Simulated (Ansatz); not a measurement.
# Ga4AsP3: the band gap up the ladder of functionals

An exercise on one series of results from a longer session: the logs are not shown, and one member is left open.

The runs shown are made with Ansatz 0.2.0. PAW datasets, plane waves. These are computed values for a spin-unpolarised cell that may be hypothetical; none is a measurement.

### Starting point

The cell was relaxed beforehand with r2SCAN.

The symmetry is R3m (No. 160, trigonal); a = 3.892 Å, c = 38.145 Å in the conventional setting, 20.85 Å³ an atom. Around P lie 4 Ga at 2.36–2.38 Å; around P lie 4 Ga at 2.36–2.37 Å; around As lie 4 Ga at 2.41–2.45 Å; around Ga lie 4 P at 2.36–2.38 Å.

Structure file:

```cif
data_structure
_symmetry_space_group_name_H-M 'R3m:H'
_symmetry_Int_Tables_number 160
_cell_length_a 3.8921
_cell_length_b 3.8921
_cell_length_c 38.1452
_cell_angle_alpha 90.000
_cell_angle_beta 90.000
_cell_angle_gamma 120.000
_cell_volume 500.42
loop_
_atom_site_label
_atom_site_type_symbol
_atom_site_symmetry_multiplicity
_atom_site_Wyckoff_symbol
_atom_site_fract_x
_atom_site_fract_y
_atom_site_fract_z
_atom_site_occupancy
P1 P 3 a 0.00000 0.00000 0.00114 1
P2 P 3 a 0.66667 0.33333 0.08334 1
P3 P 3 a 0.33333 0.66667 0.16557 1
As1 As 3 a 0.00000 0.00000 0.24989 1
Ga1 Ga 3 a 0.66667 0.33333 0.02139 1
Ga2 Ga 3 a 0.33333 0.66667 0.10360 1
Ga3 Ga 3 a 0.00000 0.00000 0.18573 1
Ga4 Ga 3 a 0.66667 0.33333 0.27268 1
```

Set-up of the first run:

input.yaml

```yaml
crystal:
  lattice:
    - [1.9460444888, 1.1235493095, 12.7150756967]
    - [-1.9460444888, 1.1235493095, 12.7150756967]
    - [0.0, -2.247098619, 12.7150756967]
  atoms:
    - { symbol: P, position: [0.0011390241, 0.0011390241, 0.0011390241] }
    - { symbol: P, position: [0.7500110053, 0.7500110053, 0.7500110053] }
    - { symbol: P, position: [0.4989032171, 0.4989032171, 0.4989032171] }
    - { symbol: As, position: [0.2498907577, 0.2498907577, 0.2498907577] }
    - { symbol: Ga, position: [0.6880537346, 0.6880537346, 0.6880537346] }
    - { symbol: Ga, position: [0.4369324012, 0.4369324012, 0.4369324012] }
    - { symbol: Ga, position: [0.1857259592, 0.1857259592, 0.1857259592] }
    - { symbol: Ga, position: [0.9393439009, 0.9393439009, 0.9393439009] }
kpoints:
  mp_grid: { grid: [8, 8, 8] }
  band_path:
    path:
      - [[0.0, 0.0, 0.0], [-0.5, -0.5, -0.5], [-0.5, -0.1718720787427, -0.8281279212573]]
      - [[-0.1718720787427, 0.1718720787427, -0.5], [-2.036203207775e-16, -1.682808243168e-16, -0.5], [0.0, 0.0, 0.0], [-2.998851806575e-16, 0.3359360393714, -0.3359360393714]]
      - [[-0.3359360393714, -1.806927164419e-16, -0.6640639606286], [-0.5, -1.100137235205e-16, -0.5], [0.0, 0.0, 0.0]]
    npoints: 10
hamiltonian:
  xc: pbe
scf:
  occupations: { method: fermi_dirac, width: 0.02 }
  n_extra_bands: 6
output:
  forces: true
  stress: true
  eigenvalues: true
```

Launch:

```sh
ansatz run input.yaml --threads 4 --pin off --max-ram 6451MiB --backend cpu --events-out ev --progress --plain --runs-dir out
```

Steps of the session up to this table: PBE band path; r2SCAN at the same geometry; Single point with HSE06; Single point with PBE+SOC; Single point with PBE0.

One table of the session follows, with a row left open; its other results are not shown here.

```
  level  gap (eV)
    PBE      1.28
 r2SCAN         ?
  HSE06      2.08
PBE+SOC      1.20
   PBE0      2.75
```

Estimate the missing values for r2SCAN.

The run gave: gap (eV): 1.67. In the column «gap (eV)» it lies between PBE (1.28) and HSE06 (2.08).

Meshes: PBE 8×8×8, r2SCAN 8×8×8, HSE06 4×4×4, PBE+SOC 8×8×8, PBE0 4×4×4

PBE+SOC gives the least gap, 1.20 eV, and PBE0 the largest, 2.75 eV. Against HSE06, PBE is short by 0.80 eV, at 62 % of it, and r2SCAN 80 %. PBE0 lies 0.67 eV above HSE06, which differs from it by screening the long-range exchange. The levels disagree on whether the gap is direct.

To keep in mind: Warnings in the runs' records: stress exchange threshold loose, stress scf threshold loose.
